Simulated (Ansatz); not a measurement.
Geometry optimisation, DFT PBEsol, scalar-relativistic, plane waves, PAW in Ansatz.

Input file:

```yaml
crystal:
  lattice:
    - [6.6, 0.0, 0.0]
    - [0.0, 6.6, 0.0]
    - [0.0, 0.0, 6.6]
  atoms:
    - { symbol: Nb, position: [0.0, 0.0, 0.0] }
    - { symbol: Nb, position: [0.5, 0.0, 0.0] }
    - { symbol: Nb, position: [0.0, 0.5, 0.0] }
    - { symbol: Nb, position: [0.0, 0.0, 0.5] }
    - { symbol: Nb, position: [0.25, 0.25, 0.25] }
    - { symbol: Nb, position: [0.5, 0.5, 0.0] }
    - { symbol: Nb, position: [0.5, 0.0, 0.5] }
    - { symbol: Nb, position: [0.75, 0.25, 0.25] }
    - { symbol: Nb, position: [0.0, 0.5, 0.5] }
    - { symbol: Nb, position: [0.25, 0.75, 0.25] }
    - { symbol: Nb, position: [0.25, 0.25, 0.75] }
    - { symbol: Nb, position: [0.5, 0.5, 0.5] }
    - { symbol: Nb, position: [0.75, 0.75, 0.25] }
    - { symbol: Nb, position: [0.75, 0.25, 0.75] }
    - { symbol: Nb, position: [0.25, 0.75, 0.75] }
    - { symbol: Nb, position: [0.75, 0.75, 0.75] }
    - { symbol: H, position: [0.7473763, 0.0005294, 0.8792469] }
basis:
  ecutwfc: 420.0
kpoints:
  mp_grid: { grid: [3, 3, 3] }
hamiltonian:
  xc: pbesol
scf:
  occupations: { method: fermi_dirac, width: 0.15 }
  lower_state_search: "off"
relax:
  f_tol: 0.03
  max_steps: 60
  adjacent_minimum: "off"
```

Launched with:

```bash
$ ansatz run input.yaml --threads 4 --pin off --max-ram 10240MiB --backend cpu --events-out ev --progress --plain --runs-dir out
```

Task: Where does it end, and by what steps?

Result: The forces met the threshold. The force dipped under the threshold on the way, but the program's further checks kept it going. Limits of this set-up: coarse k mesh, odd electron count without spin. After 4 steps the energy has fallen by 0.138 eV; Nb2 moved furthest, 0.06 Å.

| step | energy less start (eV) | largest force component (eV/Å) | accepted |
| --- | --- | --- | --- |
| 0 | 0.0000 | 1.147 | yes |
| 1 | 0.1144 | 1.047 | no |
| 2 | -0.1328 | 0.141 | yes |
| 3 | -0.1378 | 0.005 | yes |
| 4 | -0.1378 | 0.005 | yes |

```xyz
17
Lattice="6.6000 0.0000 0.0000 0.0000 6.6000 0.0000 0.0000 0.0000 6.6000" Properties=species:S:1:pos:R:3
Nb 0.047 0.000 0.039
Nb 3.251 0.000 0.039
Nb -0.003 3.300 -0.009
Nb 0.005 0.000 3.300
Nb 1.649 1.650 1.666
Nb 3.301 3.300 -0.009
Nb 3.293 0.000 3.300
Nb 4.949 1.657 1.653
Nb -0.002 3.300 3.287
Nb 1.649 4.951 1.666
Nb 1.649 1.648 4.962
Nb 3.300 3.300 3.287
Nb 4.949 4.944 1.653
Nb 4.949 1.698 4.914
Nb 1.649 4.952 4.962
Nb 4.949 4.902 4.914
H 4.949 0.000 5.778
```

Whether the end is a true minimum wasn't checked by a vibrational analysis.

Time of the run: 58 s on 4 threads of Arm Neoverse V2, with other jobs on the host, peak memory 1.1 GiB.
